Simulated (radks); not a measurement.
**Taking charge from the 3d level of Pd in fractions**

Aim: follow energy and eigenvalue as charge leaves the 3d level of Pd bit by bit, and test Janak's theorem, Slater's transition state and the straight-line condition.

Program: radks (a radial shooting solver on a logarithmic mesh, Libxc functionals) version 1. Level of theory: scalar-relativistic Kohn-Sham, r2SCAN, spin-polarised, spherical densities, finite nucleus. These are calculated values, not measurements, unless marked.

**1. The atom as given**

```
element            : palladium (Z = 46)
charge             : 0
electrons          : 46
configuration      : [Ar] 3d(up 5, down 5) 4s2 4p6 4d10
nuclear rms radius : 4.5318 fm
```

A shell typed twice in an input gives spin up, then spin down.

**2. Start: [Ar] 3d(up 5, down 5) 4s2 4p6 4d10**

Input:

```text
Z 46
configuration [Ar] 3d5 3d5 4s2 4p6 4d10
relativity scalar-relativistic
functional r2scan,r2scan
spin polarised
nucleus finite rms 4.5318 fm
c 137.035999084
```

**3. 0.25 electron removed from 3d**

Input:

```text
Z 46
configuration [Ar] 3d5 3d4.75 4s2 4p6 4d10
relativity scalar-relativistic
functional r2scan,r2scan
spin polarised
nucleus finite rms 4.5318 fm
c 137.035999084
```

**4. 0.5 electron removed from 3d**

Input:

```text
Z 46
configuration [Ar] 3d5 3d4.5 4s2 4p6 4d10
relativity scalar-relativistic
functional r2scan,r2scan
spin polarised
nucleus finite rms 4.5318 fm
c 137.035999084
```

**5. 0.75 electron removed from 3d**

Input:

```text
Z 46
configuration [Ar] 3d5 3d4.25 4s2 4p6 4d10
relativity scalar-relativistic
functional r2scan,r2scan
spin polarised
nucleus finite rms 4.5318 fm
c 137.035999084
```

**6. 1 electron removed from 3d**

Input:

```text
Z 46
configuration [Ar] 3d5 3d4 4s2 4p6 4d10
relativity scalar-relativistic
functional r2scan,r2scan
spin polarised
nucleus finite rms 4.5318 fm
c 137.035999084
```

What does the calculation give? Wanted: for each run, removed; E − E(0); eigenvalue; E minus straight line.

As calculated:

```csv
removed (e),E − E(0) (eV),eigenvalue (eV),E minus straight line (eV)
0,0.000,-328.33,0.000
0.25,82.959,-335.85,-2.943
0.5,167.84,-343.67,-3.968
0.75,254.70,-351.74,-3.008
1,343.61,-360.05,0.000
```

In words: Removing the whole electron costs 343.61 eV, against 328.33 eV from minus the starting eigenvalue. Slater's transition state, half an electron removed, gives 343.67 eV. The trapezoid integral of minus the eigenvalue gives 343.86 eV over the range, against 343.61 eV from the energies (Janak's theorem; approximate here, since the scalar-relativistic density holds large components alone). The eigenvalue moves by 31.7 eV per electron. E bends below the straight line by 3.97 eV at 0.5 electron removed.
